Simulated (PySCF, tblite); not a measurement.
# C₄H₁₃BOSi: geometry, infrared bands and NMR shifts

Aim: predict the infrared bands and NMR shifts of C₄H₁₃BOSi (`BC[SiH2]OC(C)C`).

Computed with tblite 0.8.0 and PySCF 2.14.0, with density-fitted response routines of our own, on a single molecule in the gas phase. Atoms count from 0, in the outputs and in this text.

**1. Starting geometry**

20 atoms, charge 0, multiplicity 1; geometry from: force field or distance geometry start.

Bonds of the start (Å): B0–C1 1.58, C1–Si2 1.87, Si2–O3 1.71, O3–C4 1.40, C4–C5 1.51, C4–C6 1.51, B0–H7 1.20, B0–H8 1.20, C1–H9 1.11, C1–H10 1.12, Si2–H11 1.50, Si2–H12 1.49, C4–H13 1.11, C5–H14 1.13, C5–H15 1.11, C5–H16 1.09, C6–H17 1.12, C6–H18 1.12, C6–H19 1.13.

**2. Relaxing the molecule with GFN2-xTB**

What the job is given:

```
{"job": {"kind": "relax", "xc": "GFN2-xTB", "basis": "xTB"}, "charge": 0, "multiplicity": 1}
B     -3.602600    -1.012600    -0.043700
C     -2.081900    -1.289700    -0.392200
Si    -1.222200     0.367800    -0.323800
O      0.334100     0.323300    -1.037700
C      1.317000     0.410100    -0.047700
C      2.208000     1.614600    -0.252400
C      2.233800    -0.794000    -0.049200
H     -4.120800    -0.162800    -0.712200
H     -3.840500    -0.922800     1.129200
H     -1.621900    -2.028100     0.304500
H     -1.985500    -1.745800    -1.415100
H     -2.039000     1.410400    -1.024500
H     -1.172800     0.793600     1.100100
H      0.831500     0.500200     0.944800
H      2.280300     2.184900     0.715200
H      3.236900     1.305800    -0.514500
H      1.868800     2.327900    -1.007400
H      2.620600    -0.927700    -1.096900
H      1.672000    -1.728400     0.219800
H      3.079000    -0.616100     0.681300
```

Started as:

```console
$ OMP_NUM_THREADS=1 python probes_run.py task.json out
```

The driver reads the jobs from task.json and runs them one after another.

**Question.** This job is followed by: GFN2-xTB harmonic vibrations, gas phase; GIAO PBE0/pcSseg-1 NMR shielding, non-relativistic, gas phase. What will the session give for the following? strongest single infrared mode (GFN2-xTB); zero-point energy (GFN2-xTB); ¹³C shifts against TMS (PBE0/pcSseg-1, means over atoms taken as alike); ¹H shifts against TMS (PBE0/pcSseg-1, means over atoms taken as alike); ¹¹B shifts against BF3·OEt2 (PBE0/pcSseg-1); ²⁹Si shifts against TMS (PBE0/pcSseg-1); ¹⁷O shifts against H2O (PBE0/pcSseg-1); surface potential, 1st and 99th percentile.

The runs gave:

```
                                                               quantity                             value
                              strongest single infrared mode (GFN2-xTB)             2175 cm⁻¹, 447 km/mol
                                           zero-point energy (GFN2-xTB)                    100.9 kcal/mol
¹³C shifts against TMS (PBE0/pcSseg-1, means over atoms taken as alike)              70.3, 39.5, 27.0 ppm
 ¹H shifts against TMS (PBE0/pcSseg-1, means over atoms taken as alike)  7.86, 5.03, 4.05, 2.74, 1.27 ppm
                            ¹¹B shifts against BF3·OEt2 (PBE0/pcSseg-1)                          85.5 ppm
                                ²⁹Si shifts against TMS (PBE0/pcSseg-1)                         -34.0 ppm
                                 ¹⁷O shifts against H2O (PBE0/pcSseg-1)                          52.2 ppm
                                  surface potential, 1st and 99th percentile                -1.05 V and 1.23 V
```

**Reading.** Relaxing lowered the energy by 1.229 eV in 141 steps; the close pair that moved most is Si2–O3, from 1.713 to 1.615 Å. No mode is imaginary among the 54: a minimum at this level. The strongest single mode, at 2175 cm⁻¹, moves mainly H11 and H12. GFN2-xTB is a fitted tight-binding method: band positions and strengths are rough. Its intensities can rank the bands wrongly. The most deshielded carbon is C4 (sp3 CH bonded to O), at 70.3 ppm: deshielded by the electronegative neighbour. At PBE0/pcSseg-1: The largest span, 208 ppm, is at B0, where the paramagnetic term is -176 ppm. By nearest atom (PBE0/pcSseg-1), the HOMO sits on O3 48 %; H11 13 % and the LUMO on B0 45 %; H7, H8 about 14 % each.
